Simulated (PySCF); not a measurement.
# C₄H₃AlF₂: electronic excitations

Wanted: the electronic excitations of C₄H₃AlF₂ (`C=CC#[C][Al]([F])[F]`), by calculation.

Programs: PySCF 2.14.0, with density-fitted response routines of our own. Each step states its level of theory. These are calculated values for one molecule in the gas phase, unless marked as measured. Atoms are numbered from 0 throughout.

## (1) The molecule as given

10 atoms, charge 0, multiplicity 1; geometry from: GFN2-xTB.

Bonds of the start (Å): C0–C1 1.33, C1–C2 1.41, C2–C3 1.22, C3–Al4 1.91, Al4–F5 1.65, Al4–F6 1.65, C0–H7 1.08, C0–H8 1.08, C1–H9 1.08.

## (2) TDDFT and polarisability: CAM-B3LYP/def2-SVPD

What the job is given:

```
{"job": {"kind": "uv", "xc": "CAM-B3LYP", "basis": "def2-SVPD", "nstates": 8, "ntriplets": 3}, "charge": 0, "multiplicity": 1}
C     -2.408351    -0.222727     0.719136
C     -1.418231    -0.814405     0.058254
C     -0.095844    -0.328302     0.062264
C      1.047763     0.083332     0.057687
Al     2.831420     0.769191     0.072873
F      4.045382     0.086217    -0.803072
F      3.245675     2.087265     0.966975
H     -2.244323     0.670369     1.298843
H     -3.410793    -0.613917     0.697964
H     -1.583815    -1.712370    -0.524687
```

Level: TDDFT CAM-B3LYP/def2-SVPD, vertical, gas phase, core orbitals frozen in the response.

Run with:

```bash
$ OMP_NUM_THREADS=1 python probes_run.py task.json out
```

One launch serves the whole session: the jobs run in the order shown.

Predict these results of the whole session: lowest singlet (CAM-B3LYP/def2-SVPD); brightest single state of those computed; lowest triplet; surface potential, 1st and 99th percentile.

The runs gave:

| quantity | value |
| --- | --- |
| lowest singlet (CAM-B3LYP/def2-SVPD) | 4.85 eV (256 nm), f = 0.001 |
| brightest single state of those computed | state 6, 7.22 eV, f = 0.598 |
| lowest triplet | 3.26 eV |
| surface potential, 1st and 99th percentile | -1.20 V and 4.07 V |

**Reading.** The lowest singlet, at 4.85 eV, is HOMO−1→LUMO 0.96 and is dark; of the 8 states computed, the strongest absorption comes from state 6 at 7.22 eV. The lowest triplet lies 1.59 eV below the lowest singlet (triplets in Tamm-Dancoff, singlets in full TDDFT). By nearest atom (CAM-B3LYP/def2-SVPD), the HOMO sits on C3 34 %; C0 24 % and the LUMO on Al4 21 %; C0, C3 about 18 % each.
